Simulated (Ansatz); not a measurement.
# CH8GeOSSi: geometry optimisation

What shape does CH8GeOSSi take? The plan is to relax it.

The runs use Ansatz 0.2.0, Gaussian basis; RKS PBE0-D4/def2-TZVP.

Plan: relaxation at PBE0-D4/def2-TZVP.

1 further run of the same task is left out (set aside as unsound or not needed).

## (1) Starting geometry

SMILES `CO[SiH2][S][GeH3]`, 13 atoms, charge 0, spin multiplicity 1.

Atoms are counted from 1 here; the program's logs count them from 0.

Bond lengths: C1–O2 1.400 Å, C1–H6 1.091 Å, C1–H7 1.091 Å, C1–H8 1.089 Å, O2–Si3 1.628 Å, Si3–S4 2.127 Å, Si3–H9 1.458 Å, Si3–H10 1.459 Å, S4–Ge5 2.208 Å, Ge5–H11 1.500 Å, Ge5–H12 1.500 Å, Ge5–H13 1.503 Å. Angles: O2–C1–H6 110.7°, O2–C1–H7 110.5°, O2–C1–H8 107.9°, H6–C1–H7 108.8°, H6–C1–H8 109.5°, H7–C1–H8 109.4°, C1–O2–Si3 125.2°, O2–Si3–S4 100.5°, O2–Si3–H9 111.2°, O2–Si3–H10 111.3°, S4–Si3–H9 110.2°, S4–Si3–H10 110.5°, H9–Si3–H10 112.6°, Si3–S4–Ge5 98.5°, S4–Ge5–H11 112.6°, S4–Ge5–H12 112.6°, S4–Ge5–H13 104.3°, H11–Ge5–H12 110.1° and more.

The start is a GFN2-xTB geometry.

## (2) Geometry optimisation, PBE0-D4/def2-TZVP

in.yaml

```yaml
crystal:
  periodic: [false, false, false]
  atoms:
    - {symbol: C, position_ang: [-1.159500, 0.631300, 1.466010]}
    - {symbol: O, position_ang: [-0.256090, 0.272550, 0.458560]}
    - {symbol: Si, position_ang: [1.240510, 0.886040, 0.277120]}
    - {symbol: S, position_ang: [1.890580, -0.183610, -1.442830]}
    - {symbol: Ge, position_ang: [0.093120, -1.428940, -1.751000]}
    - {symbol: H, position_ang: [-1.356090, 1.704540, 1.443100]}
    - {symbol: H, position_ang: [-0.762090, 0.367670, 2.447640]}
    - {symbol: H, position_ang: [-2.087450, 0.088540, 1.293180]}
    - {symbol: H, position_ang: [1.193820, 2.315770, -0.007180]}
    - {symbol: H, position_ang: [2.085740, 0.570280, 1.423770]}
    - {symbol: H, position_ang: [-1.127490, -0.613670, -2.058720]}
    - {symbol: H, position_ang: [-0.177260, -2.344910, -0.594730]}
    - {symbol: H, position_ang: [0.422200, -2.265560, -2.954920]}
basis:
  gaussian: {orbitals: def2-TZVP}
hamiltonian: {xc: pbe0, dispersion: d4}
relax: {f_tol: 0.005, max_steps: 150}
```

Command:

```bash
$ ansatz run in.yaml --threads 2 --pin off --events-out ev --progress --plain --max-ram 22528MiB --backend cuda --devices 0, --max-vram 18GiB
```

Q: Predict the results of all the runs planned. Wanted: point group; shift from the start; total energy; dispersion term; dipole moment.

**Answer**, as computed:

```
                  quantity           value
               point group              C1
                     steps              25
shift from the start (rms)         0.552 Å
              total energy  -78432.1247 eV
           dispersion term        -292 meV
             dipole moment          2.07 D
```

In words: The relaxed geometry lies 0.55 Å (rms) from the start; the bond that changed most is Ge5–H12, from 1.500 to 1.537 Å. No vibrations were run, so it is not proven to be a minimum. The largest Mulliken charge, +0.35 e, sits on Si3.
